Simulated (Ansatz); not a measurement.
# NaMg6Sb under changes of volume

One of the cells (23.943 Å³/atom); the others are scaled copies at fixed shape and fractional positions:

```
CELL_PARAMETERS angstrom
5.27258 0.00000 0.00000
0.00000 3.17683 5.71778
0.00000 -3.17683 5.71778
ATOMIC_POSITIONS crystal
Sb 0.00000 0.66573 0.66573
Mg 0.50000 0.83630 0.83630
Mg 0.50000 0.33572 0.33572
Mg 0.50000 0.33060 0.83187
Mg 0.50000 0.83187 0.33060
Mg 0.00000 0.16808 0.66453
Mg 0.00000 0.66453 0.16808
Na 0.00000 0.16717 0.16717
```

The cell comes from a database or a generator and needn't be the stable form of this composition.

* Program: Ansatz 0.2.0
* Functional: PBE
* Potentials or basis: Ansatz PAW
* Cutoff: 420 eV (not typed: the program's choice for these potentials)
* k mesh: 5 × 5 × 5
* Occupations: fermi-dirac, width 0.05 eV
* Spin: no spin polarisation

| volume (Å³/atom) | energy over the lowest point (meV/atom) | pressure (GPa) | largest force (eV/Å) |
| --- | --- | --- | --- |
| 22.507 | 9.02 | 2.3 | 0.153 |
| 22.986 | 3.59 | 1.4 | 0.150 |
| 23.464 | ? | ? | ? |
| 23.943 | 0.00 | -0.1 | 0.145 |
| 24.422 | 1.38 | -0.8 | 0.142 |
| 24.901 | 4.60 | -1.3 | 0.138 |
| 25.380 | 9.48 | -1.9 | 0.135 |

**Question.** What does the run at 23.464 Å³/atom give?

**Answer.** Energy over the lowest point 0.66 meV/atom; pressure 0.6 GPa; largest force 0.148 eV/Å.

Worked out: A Birch-Murnaghan fit of order 3 (a polynomial in V^(-2/3)) to the other rows has its minimum at 23.85 Å³/atom with B0 = V·E''(V) = 35 GPa and B' = 4.1 at fixed shape and positions, which overstates the stiffness. It gives 0.67 meV/atom at 23.464 Å³/atom, against the run's 0.66, and -dE/dV = 0.6 GPa, against 0.6.

Energies are extrapolated to zero smearing.
